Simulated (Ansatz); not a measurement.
Here is an Ansatz 0.2.0 calculation.

File input:

```
crystal:
  lattice:
    - [3.36896832, 0.0, 0.0]
    - [-1.68448416, 2.91761215, 0.0]
    - [0.0, 0.0, 3.28794617]
  atoms:
    - { symbol: Ru, position: [0.0, 0.0, 0.0] }
    - { symbol: S, position: [0.6666666667, 0.3333333333, 0.5] }
hamiltonian:
  xc: { exchange: pbe, correlation: pbe, exx: { coeff: 0.25, omega: 0.2 } }
  pseudopotentials: { kind: paw }
kpoints:
  mp_grid: { grid: [5, 5, 4] }
scf:
  occupations: { method: fermi_dirac, width: 0.05 }
output:
  forces: true
  stress: true
  eigenvalues: true
```

Q: Estimate the band gap on the k mesh.

A: None (metal or under the smearing width).

Q: What does it give for the pressure?

A: -21.3 GPa.

Stress tensor (GPa, compression positive):
```
-20.14   0.00   0.00
  0.00 -20.14   0.00
  0.00   0.00 -23.58
```

Caveat: the k mesh is coarse (spacing up to 0.48 Å⁻¹), so the values aren't converged, least of all with exact exchange; the PAW data sets come from PBE, with cores solved anew for the run's functional, which leaves a small shift of forces and pressure; the thresholds are loose for stress.
